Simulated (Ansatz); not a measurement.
**C2H7BO: molecular dynamics**

The plan is to follow the molecule's vibrations and see whether its bonds hold. The start is relaxed first. Runs: 500 steps of 0.5 fs at constant energy (fourth-order Milne integrator), with velocities drawn for 500 K. SMILES of the start: CB(C)O.

Program: Ansatz 0.2.0. Level of theory: RKS PBE/def2-SVP. These are calculated values, not measurements.

### 1 Starting point

Bond lengths: B1–C2 1.600 Å, C2–H3 1.110 Å, C2–H4 1.110 Å, C2–H5 1.110 Å, B1–O6 1.410 Å, O6–H7 1.010 Å, B1–C8 1.600 Å, C8–H9 1.110 Å, C8–H10 1.110 Å, C8–H11 1.110 Å. Angles (14 of 16 angles, heavy atoms first): C2–B1–O6 120.0°, C2–B1–C8 120.0°, O6–B1–C8 120.0°, B1–C2–H3 109.5°, B1–C2–H4 109.5°, B1–C2–H5 109.5°, B1–O6–H7 109.5°, B1–C8–H9 109.5°, B1–C8–H10 109.5°, B1–C8–H11 109.5°, H3–C2–H4 109.4°, H3–C2–H5 109.4°, H4–C2–H5 109.4°, H9–C8–H10 109.4°.

As a file:

```xyz
11

B     0.0000    0.0000    0.0000
C     0.0000    0.0000    1.6000
H    -0.9996   -0.3092    1.9705
H     0.7676   -0.7111    1.9705
H     0.2320    1.0203    1.9705
O     1.2211    0.0000   -0.7050
H     1.5209   -0.9519   -0.8599
C    -1.3856    0.0000   -0.8000
H    -1.9458   -0.9305   -0.5708
H    -1.9898    0.8797   -0.4946
H    -1.1839    0.0508   -1.8903
```

### 2 Relaxing the start

input.yaml reads:

```yaml
crystal:
  periodic: [false, false, false]
  atoms:
    - { symbol: B, position_ang: [0.0, 0.0, 0.0] }
    - { symbol: C, position_ang: [0.0, 0.0, 1.6] }
    - { symbol: H, position_ang: [-0.9996, -0.3092, 1.9705] }
    - { symbol: H, position_ang: [0.7676, -0.7111, 1.9705] }
    - { symbol: H, position_ang: [0.232, 1.0203, 1.9705] }
    - { symbol: O, position_ang: [1.2211, 0.0, -0.705] }
    - { symbol: H, position_ang: [1.5209, -0.9519, -0.8599] }
    - { symbol: C, position_ang: [-1.3856, 0.0, -0.8] }
    - { symbol: H, position_ang: [-1.9458, -0.9305, -0.5708] }
    - { symbol: H, position_ang: [-1.9898, 0.8797, -0.4946] }
    - { symbol: H, position_ang: [-1.1839, 0.0508, -1.8903] }
basis:
  gaussian: { orbitals: def2-SVP }
hamiltonian:
  xc: pbe
relax:
  f_tol: 0.02
  max_steps: 40
```

Launch:

```sh
> ansatz run input.yaml --threads 2 --pin off --max-ram 3072MiB --backend cpu --events-out ev --progress --plain --runs-dir out
```

The log of the run (excerpt; [...] marks lines left out):

```text
Warning: RAYON_NUM_THREADS=2 ignored (pool sized by the plan → 2); use --threads N
[...]
Functional definition: PBE
[...]
1019 factors; their error is unknown
[...]
mean field -4902.57365670 eV, -180.1662587998 hartree, gradient 4.0e-5 eV, S^2 0.000000; 0 other end points of the search recorded, 0 dependent functions left out
[...]
reference -4902.57368894 eV, -180.1662599847 hartree; 16, 16 occupied and 75, 75 virtual orbitals, 1019 factors
relax step   1: F+E_penalty+E_count = -4902.57365670 eV  Δ(F+E_penalty+E_count) = +0.000e0 eV  max|allowed force component| = 1.653e0 eV/Å  Δτ_max = 0.0000 Å  (26 SCF iters, accepted)
[...]
relax step   4: F+E_penalty+E_count = -4902.82670226 eV  Δ(F+E_penalty+E_count) = -1.006e-1 eV  max|allowed force component| = 1.744e0 eV/Å  Δτ_max = 0.1966 Å  (33 SCF iters, accepted)
[...]
relax step   7: F+E_penalty+E_count = -4903.28521490 eV  Δ(F+E_penalty+E_count) = -5.120e-2 eV  max|allowed force component| = 2.569e-1 eV/Å  Δτ_max = 0.2000 Å  (33 SCF iters, accepted)
[...]
relax step  10: F+E_penalty+E_count = -4903.29647728 eV  Δ(F+E_penalty+E_count) = +8.070e-4 eV  max|allowed force component| = 1.689e-1 eV/Å  Δτ_max = 0.0394 Å  (27 SCF iters, rejected (line search))
[...]
relax step  13: F+E_penalty+E_count = -4903.29844282 eV  Δ(F+E_penalty+E_count) = -1.554e-4 eV  max|allowed force component| = 6.219e-2 eV/Å  Δτ_max = 0.0688 Å  (27 SCF iters, accepted)
[...]
relax step  15: F+E_penalty+E_count = -4903.29869959 eV  Δ(F+E_penalty+E_count) = -6.131e-5 eV  max|allowed force component| = 1.297e-2 eV/Å  Δτ_max = 0.0066 Å  (29 SCF iters, accepted)
1019 factors; their error is unknown
[...]
mean field -4903.29869959 eV, -180.1929036345 hartree, gradient 1.7e-5 eV, S^2 0.000000; 1 other end points of the search recorded, 0 dependent functions left out
[...]
reference -4903.29873205 eV, -180.1929048276 hartree; 16, 16 occupied and 75, 75 virtual orbitals, 1019 factors
Total energy: -4903.29873205 eV, -180.1929048276 hartree
Atom 0 at    -0.060571    -0.174948    -0.069800 Å, force    -0.006808    -0.001739     0.001669 eV/Å
Atom 1 at     0.053849    -0.063408     1.510187 Å, force    -0.005821    -0.001630    -0.001418 eV/Å
Atom 2 at    -0.775523    -0.604505     2.013378 Å, force     0.000537     0.001296    -0.002204 eV/Å
Atom 3 at     1.011019    -0.428953     1.938269 Å, force     0.008456    -0.002353     0.002916 eV/Å
Atom 4 at    -0.060566     1.001022     1.813318 Å, force    -0.001031     0.000010    -0.000181 eV/Å
Atom 5 at     1.018462    -0.523415    -0.843060 Å, force     0.001316    -0.009706     0.002172 eV/Å
Atom 6 at     1.807603    -0.708745    -0.301372 Å, force    -0.002201     0.009997    -0.001995 eV/Å
Atom 7 at    -1.417303     0.100890    -0.833867 Å, force     0.012973     0.004462     0.000542 eV/Å
Atom 8 at    -2.110310    -0.752950    -0.663333 Å, force    -0.007443    -0.011358     0.005858 eV/Å
Atom 9 at    -1.945689     0.995827    -0.444723 Å, force    -0.002903     0.009422     0.004237 eV/Å
Atom 10 at    -1.284072     0.207287    -1.928097 Å, force     0.002924     0.001599    -0.011596 eV/Å
Dipole moment:     0.149821    -0.028989     0.252033 e Å
```

It took 23 s on 2 threads of Arm Neoverse V1, shared host; peak memory 0.12 GiB.

Relaxation path:

```csv
step,energy from step 1 (eV),largest force component (eV/Å)
1,0.0000,1.6526
2,-0.0827,0.9906
3,-0.1524,0.5274
4,-0.2530,1.7445
5,-0.4517,1.2294
6,-0.6604,0.8471
7,-0.7116,0.2569
8,-0.7211,0.0977
9,-0.7236,0.0509
10x,-0.7228,0.1689
11,-0.7242,0.0306
12,-0.7246,0.0075
13,-0.7248,0.0622
14,-0.7250,0.0247
15,-0.7250,0.0130
```

Step 1 is the start. 1 step was tried and not accepted (10; marked x where the table lists them).

After: Bond lengths: B1–C2 1.588 Å, C2–H3 1.111 Å, C2–H4 1.110 Å, C2–H5 1.113 Å, B1–O6 1.372 Å, O6–H7 0.975 Å, B1–C8 1.581 Å, C8–H9 1.113 Å, C8–H10 1.110 Å, C8–H11 1.107 Å. Angles (14 of 16 angles, heavy atoms first): C2–B1–O6 121.4°, C2–B1–C8 122.0°, O6–B1–C8 116.5°, B1–C2–H3 111.3°, B1–C2–H4 115.0°, B1–C2–H5 109.3°, B1–O6–H7 111.8°, B1–C8–H9 109.1°, B1–C8–H10 112.3°, B1–C8–H11 113.0°, H3–C2–H4 108.0°, H3–C2–H5 105.4°, H4–C2–H5 107.4°, H9–C8–H10 105.6°.

### 3 The run

500 steps of 0.5 fs at constant energy (fourth-order milne integrator), with velocities drawn for 500 K, from the relaxed start.

input.yaml reads:

```yaml
crystal:
  periodic: [false, false, false]
  atoms:
    - { symbol: B, position_ang: [-0.060571, -0.174948, -0.0698] }
    - { symbol: C, position_ang: [0.053849, -0.063408, 1.510187] }
    - { symbol: H, position_ang: [-0.775523, -0.604505, 2.013378] }
    - { symbol: H, position_ang: [1.011019, -0.428953, 1.938269] }
    - { symbol: H, position_ang: [-0.060566, 1.001022, 1.813318] }
    - { symbol: O, position_ang: [1.018462, -0.523415, -0.84306] }
    - { symbol: H, position_ang: [1.807603, -0.708745, -0.301372] }
    - { symbol: C, position_ang: [-1.417303, 0.10089, -0.833867] }
    - { symbol: H, position_ang: [-2.11031, -0.75295, -0.663333] }
    - { symbol: H, position_ang: [-1.945689, 0.995827, -0.444723] }
    - { symbol: H, position_ang: [-1.284072, 0.207287, -1.928097] }
basis:
  gaussian: { orbitals: def2-SVP }
hamiltonian:
  xc: pbe
md:
  timestep: 0.5
  n_steps: 500
  ensemble: nve_milne
  temperature: 500.0
  initial_velocities: maxwell_boltzmann
  seed: 341
```

Launch:

```sh
> ansatz run input.yaml --threads 2 --pin off --max-ram 3072MiB --backend cpu --events-out ev --progress --plain --runs-dir out
```

The log of the run (excerpt; [...] marks lines left out):

```text
Warning: RAYON_NUM_THREADS=2 ignored (pool sized by the plan → 2); use --threads N
[...]
[... 1 set-up line as earlier in the session ...]
[...]
1019 factors; their error is unknown
[...]
mean field -4903.29869635 eV, -180.1929035156 hartree, gradient 1.7e-5 eV, S^2 0.000000; 0 other end points of the search recorded, 0 dependent functions left out
[...]
reference -4903.29872855 eV, -180.1929046991 hartree; 16, 16 occupied and 75, 75 virtual orbitals, 1019 factors
md step     0: t =     0.00 fs  T =   500.0 K  F+E_penalty+E_count = -4903.29869635 eV  E_kin = 0.581670 eV  conserved = -4902.71702635 eV  (26 SCF iters)
[...]
md step    20: t =    10.00 fs  T =   241.7 K  F+E_penalty+E_count = -4902.99835666 eV  E_kin = 0.281186 eV  conserved = -4902.71717078 eV  (28 SCF iters)
[...]
md step    40: t =    20.00 fs  T =    90.3 K  F+E_penalty+E_count = -4902.82231149 eV  E_kin = 0.105081 eV  conserved = -4902.71723017 eV  (29 SCF iters)
[...]
md step    60: t =    30.00 fs  T =   229.4 K  F+E_penalty+E_count = -4902.98408269 eV  E_kin = 0.266923 eV  conserved = -4902.71715944 eV  (29 SCF iters)
[...]
md step    80: t =    40.00 fs  T =   373.8 K  F+E_penalty+E_count = -4903.15194878 eV  E_kin = 0.434812 eV  conserved = -4902.71713640 eV  (28 SCF iters)
md step    81: t =    40.50 fs  T =   362.3 K  F+E_penalty+E_count = -4903.13862975 eV  E_kin = 0.421521 eV  conserved = -4902.71710906 eV  (28 SCF iters)
```

### 4 The output, continued: dynamics from the start

The log, continued (excerpt; [...] marks lines left out):

```text
md step    82: t =    41.00 fs  T =   330.6 K  F+E_penalty+E_count = -4903.10181277 eV  E_kin = 0.384634 eV  conserved = -4902.71717898 eV  (29 SCF iters)
[...]
md step   108: t =    54.00 fs  T =   241.0 K  F+E_penalty+E_count = -4902.99756807 eV  E_kin = 0.280367 eV  conserved = -4902.71720109 eV  (28 SCF iters)
[...]
md step   134: t =    67.00 fs  T =   278.6 K  F+E_penalty+E_count = -4903.04125355 eV  E_kin = 0.324093 eV  conserved = -4902.71716087 eV  (29 SCF iters)
[...]
md step   160: t =    80.00 fs  T =   259.2 K  F+E_penalty+E_count = -4903.01861436 eV  E_kin = 0.301505 eV  conserved = -4902.71710961 eV  (28 SCF iters)
[...]
md step   185: t =    92.50 fs  T =   265.9 K  F+E_penalty+E_count = -4903.02645636 eV  E_kin = 0.309322 eV  conserved = -4902.71713387 eV  (29 SCF iters)
md step   186: t =    93.00 fs  T =   255.8 K  F+E_penalty+E_count = -4903.01469322 eV  E_kin = 0.297562 eV  conserved = -4902.71713158 eV  (29 SCF iters)
```

### 5 The log goes on: dynamics from the start

Output, continued (excerpt; [...] marks lines left out):

```text
md step   187: t =    93.50 fs  T =   249.2 K  F+E_penalty+E_count = -4903.00709719 eV  E_kin = 0.289961 eV  conserved = -4902.71713590 eV  (28 SCF iters)
[...]
md step   208: t =   104.00 fs  T =   203.1 K  F+E_penalty+E_count = -4902.95334586 eV  E_kin = 0.236227 eV  conserved = -4902.71711911 eV  (29 SCF iters)
[...]
md step   229: t =   114.50 fs  T =   256.3 K  F+E_penalty+E_count = -4903.01525113 eV  E_kin = 0.298121 eV  conserved = -4902.71713054 eV  (28 SCF iters)
[...]
md step   250: t =   125.00 fs  T =   261.8 K  F+E_penalty+E_count = -4903.02172941 eV  E_kin = 0.304601 eV  conserved = -4902.71712829 eV  (29 SCF iters)
[...]
md step   499: t =   249.50 fs  T =   266.9 K  F+E_penalty+E_count = -4903.02766499 eV  E_kin = 0.310486 eV  conserved = -4902.71717890 eV  (29 SCF iters)
[...]
Atom 1 at     0.025676    -0.054976     1.540327 Å, force    -0.385280     0.755171    -1.804938 eV/Å
Atom 2 at    -0.712929    -0.811291     1.883236 Å, force     0.081194     0.264544     0.308101 eV/Å
Atom 3 at     1.028359    -0.239834     1.907217 Å, force     0.643020    -0.223828     0.628734 eV/Å
Atom 4 at    -0.284954     0.995812     1.787564 Å, force    -0.041828    -0.548296     0.380152 eV/Å
Atom 5 at     1.002943    -0.561089    -0.871749 Å, force    -0.042620     0.073369     0.262717 eV/Å
Atom 6 at     1.730557    -0.935507    -0.340406 Å, force     0.080837     0.240293    -0.007321 eV/Å
Atom 7 at    -1.387057     0.094641    -0.806173 Å, force    -0.486082     1.372896     0.883418 eV/Å
Atom 8 at    -1.977925    -0.805184    -0.630886 Å, force    -0.357611    -0.626486     0.041867 eV/Å
Atom 9 at    -2.016562     0.945446    -0.438944 Å, force     0.208589    -0.265918     0.105082 eV/Å
Atom 10 at    -1.276549     0.247055    -1.855240 Å, force     0.125497    -0.014091    -1.579873 eV/Å
Dipole moment:     0.133309    -0.083295     0.202844 e Å
```

Wall time 11 min (2 threads of Arm Neoverse V1, shared host); peak memory 0.11 GiB.

### 6 The trajectory

The trajectory, every 20 steps (energies from step 0):

```csv
time (fs),T (K),potential energy change (meV/atom),total energy change (meV/atom)
0.0,500,0.0,0.00
10.0,242,27.3,-0.01
20.0,90,43.3,-0.02
30.0,229,28.6,-0.01
40.0,374,13.3,-0.01
50.0,300,21.1,-0.01
60.0,175,34.4,-0.01
70.0,183,33.6,-0.01
80.0,259,25.5,-0.01
90.0,315,19.5,-0.01
100.0,183,33.5,-0.02
110.0,270,24.3,-0.01
120.0,294,21.8,-0.01
130.0,262,25.1,-0.01
140.0,186,33.2,-0.01
150.0,185,33.3,-0.01
160.0,304,20.7,-0.01
170.0,327,18.3,-0.01
180.0,240,27.5,-0.02
190.0,164,35.5,-0.01
200.0,328,18.2,-0.01
210.0,244,27.0,-0.01
220.0,265,24.8,-0.01
230.0,232,28.3,-0.01
240.0,242,27.3,-0.01
250.0,301,21.1,-0.01
```

time (fs), T (K) and a bar:
```
      0.0        500 ##############################
     11.0        350 ##################
     21.5        236 #########
     32.5        213 #######
     43.5        248 ##########
     54.5        259 ##########
     65.0        191 #####
     76.0        195 #####
     87.0        274 ############
     98.0        224 ########
    108.5        273 ############
    119.5        272 ###########
    130.5        294 #############
    141.5        248 ##########
    152.0        130 
    163.0        178 ####
    174.0        200 ######
    185.0        155 ##
    195.5        186 ####
    206.5        231 ########
    217.5        301 ##############
    228.5        299 ##############
    239.0        264 ###########
    250.0        301 ##############
```

Maxima of the velocity power spectrum (cm⁻¹, relative height; resolution about 270 cm⁻¹): 400 (40), 670 (25), 870 (24), 1300 (61), 2970 (100).

### 7 Positions and forces

Positions (Å) and forces (eV/Å):

```xyz
11
time_fs=31.0 T=138 dE=0.4215
B    -0.060   -0.252   -0.072   -0.995    0.267   -0.318
C     0.043   -0.072    1.478   -0.481    1.937    0.126
H    -0.904   -0.374    1.973    0.298   -0.086    0.271
H     0.948   -0.428    1.960    0.480   -0.686    0.509
H     0.124    1.082    1.646   -0.311   -1.279   -0.261
O     1.035   -0.491   -0.836    0.517   -0.218   -0.115
H     1.798   -0.606   -0.238    0.173   -0.040   -0.227
C    -1.444    0.081   -0.822    1.375   -1.012    3.124
H    -2.233   -0.644   -0.628   -0.472   -0.346   -0.202
H    -1.691    1.005   -0.334   -0.809    1.146    0.582
H    -1.226    0.320   -1.792    0.226    0.317   -3.490
11
time_fs=62.5 T=252 dE=0.2879
B    -0.042   -0.061   -0.065   -0.167   -1.557   -0.489
C     0.052   -0.092    1.540   -0.260    1.611   -0.393
H    -0.898   -0.377    2.039   -0.131    0.261   -0.151
H     0.794   -0.768    1.958    0.770   -0.344    0.117
H     0.317    0.976    1.871   -0.264   -0.977   -0.049
O     1.016   -0.517   -0.858   -0.399    0.464    0.634
H     1.769   -0.817   -0.311   -0.035    0.148   -0.057
C    -1.441    0.070   -0.865    0.709   -0.446    1.969
H    -1.975   -0.868   -0.445    0.239    1.127   -0.631
H    -1.979    0.997   -0.545   -0.171   -0.431   -0.402
H    -1.252   -0.040   -1.933   -0.290    0.144   -0.548
11
time_fs=94.0 T=246 dE=0.2950
B    -0.110   -0.201   -0.081    1.446   -0.566    1.079
C     0.070   -0.073    1.539   -0.577    0.004   -0.910
H    -0.840   -0.147    2.171   -0.115   -0.087   -0.271
H     0.798   -0.802    1.938    0.281    0.116    0.053
H     0.419    0.967    1.689    0.367    0.116    0.233
O     1.029   -0.495   -0.832   -0.711    0.464   -0.042
H     1.876   -0.432   -0.355   -0.166   -0.225    0.252
C    -1.423    0.067   -0.853   -2.028    0.241   -1.228
H    -2.273   -0.738   -0.728    1.305    1.185    0.073
H    -1.870    1.074   -0.468    0.441   -1.301   -0.585
H    -1.241    0.140   -1.994   -0.244    0.054    1.346
11
time_fs=125.0 T=262 dE=0.2770
B    -0.088   -0.236   -0.104    0.758    0.704    1.907
C     0.045   -0.062    1.476    0.006   -1.554    0.264
H    -0.942   -0.079    1.988    0.242   -0.348    0.150
H     0.813   -0.759    1.961   -0.865    0.435   -0.246
H     0.424    0.929    1.677    0.460    1.132    0.023
O     1.038   -0.461   -0.816    0.401   -0.712   -1.090
H     1.780   -0.823   -0.301    0.001    0.288    0.155
C    -1.412    0.068   -0.792   -0.687    1.160   -2.692
H    -2.168   -0.686   -0.615   -0.544   -0.909    0.194
H    -1.944    1.002   -0.502    0.363    0.029    0.297
H    -1.293    0.155   -1.933   -0.135   -0.226    1.039
11
time_fs=156.0 T=204 dE=0.3446
B    -0.027   -0.127   -0.096   -0.761    0.650    0.956
C     0.044   -0.040    1.526    0.357   -1.561    0.569
H    -0.961   -0.379    1.892    0.184    0.307    0.009
H     0.747   -0.825    1.999   -0.497    0.607   -0.748
H     0.309    0.856    2.125   -0.164    0.390   -0.519
O     1.014   -0.530   -0.855    0.692    0.042   -0.425
H     1.847   -0.576   -0.351   -0.016   -0.188    0.057
C    -1.422    0.080   -0.829    1.919   -0.147   -1.397
H    -2.010   -0.746   -0.531   -1.191   -1.778    0.563
H    -2.017    0.909   -0.540   -0.682    1.576    0.575
H    -1.384    0.033   -1.947    0.158    0.102    0.360
11
time_fs=187.5 T=254 dE=0.2859
B    -0.094   -0.281   -0.035   -0.161    1.275   -1.623
C     0.076   -0.078    1.507   -0.003    0.801    0.864
H    -0.742   -0.301    2.212   -0.442   -0.213   -0.205
H     0.980   -0.476    2.014    0.219   -0.057   -0.282
H     0.150    1.058    1.589    0.087   -0.645   -0.080
O     1.022   -0.476   -0.834   -0.194   -0.569    0.647
H     1.760   -0.744   -0.251    0.141    0.085   -0.234
C    -1.426    0.130   -0.874    0.172   -2.729    0.344
H    -2.125   -0.788   -0.681    0.525    1.237   -0.260
H    -1.921    1.001   -0.461   -0.471    0.652    0.197
H    -1.309    0.176   -1.992    0.127    0.162    0.633
11
time_fs=219.0 T=244 dE=0.2973
B    -0.073   -0.159   -0.064    0.490   -0.049   -0.623
C     0.072   -0.045    1.498   -1.336    1.324   -0.443
H    -0.806   -0.589    1.879   -0.058   -0.371    0.489
H     0.997   -0.484    1.802    1.095   -0.523    0.882
H    -0.056    1.002    1.917    0.271   -0.666   -0.398
O     1.015   -0.545   -0.831   -0.266    0.244    0.283
H     1.802   -0.602   -0.258    0.095   -0.142   -0.102
C    -1.414    0.092   -0.837   -1.696   -0.936    0.290
H    -2.186   -0.834   -0.657    1.574    1.894   -0.525
H    -1.921    0.997   -0.393    0.046   -0.446   -0.233
H    -1.257    0.286   -1.931   -0.217   -0.328    0.379
11
time_fs=250.0 T=301 dE=0.2318
B    -0.026   -0.092   -0.081    0.174   -1.028    0.782
C     0.026   -0.055    1.540   -0.385    0.755   -1.805
H    -0.713   -0.811    1.883    0.081    0.265    0.308
H     1.028   -0.240    1.907    0.643   -0.224    0.629
H    -0.285    0.996    1.788   -0.042   -0.548    0.380
O     1.003   -0.561   -0.872   -0.043    0.073    0.263
H     1.731   -0.935   -0.340    0.081    0.240   -0.007
C    -1.387    0.095   -0.806   -0.486    1.373    0.883
H    -1.978   -0.805   -0.631   -0.358   -0.626    0.042
H    -2.017    0.945   -0.439    0.209   -0.266    0.105
H    -1.276    0.247   -1.855    0.126   -0.014   -1.580
```

### 8 What came out

| quantity | value |
| --- | --- |
| relaxation of the start | 13 moves, 0.725 eV lower |
| length | 500 steps of 0.5 fs |
| temperature, first and last step | 500 and 301 K |
| temperature, second half | mean 249 K, from 119 to 361 K |
| potential energy, second half | +27 meV/atom from the start |
| largest change of the total energy | 0.05 meV/atom |
| bonds formed or broken | 0 |

In words: The temperature starts at 500 K and averages 249 K in the second half, where it ranges from 119 to 361 K. About half is expected from a start at a minimum: kinetic energy passes into potential energy until both shares match. The total energy strays from its start by at most 0.05 meV/atom, 0.2 % of the mean kinetic energy, so a step of 0.5 fs is short enough over this time. No bond forms or breaks. 250 fs on 11 atoms is far too short and small for converged averages. The nuclei move classically, without zero-point motion, which matters most for hydrogen.
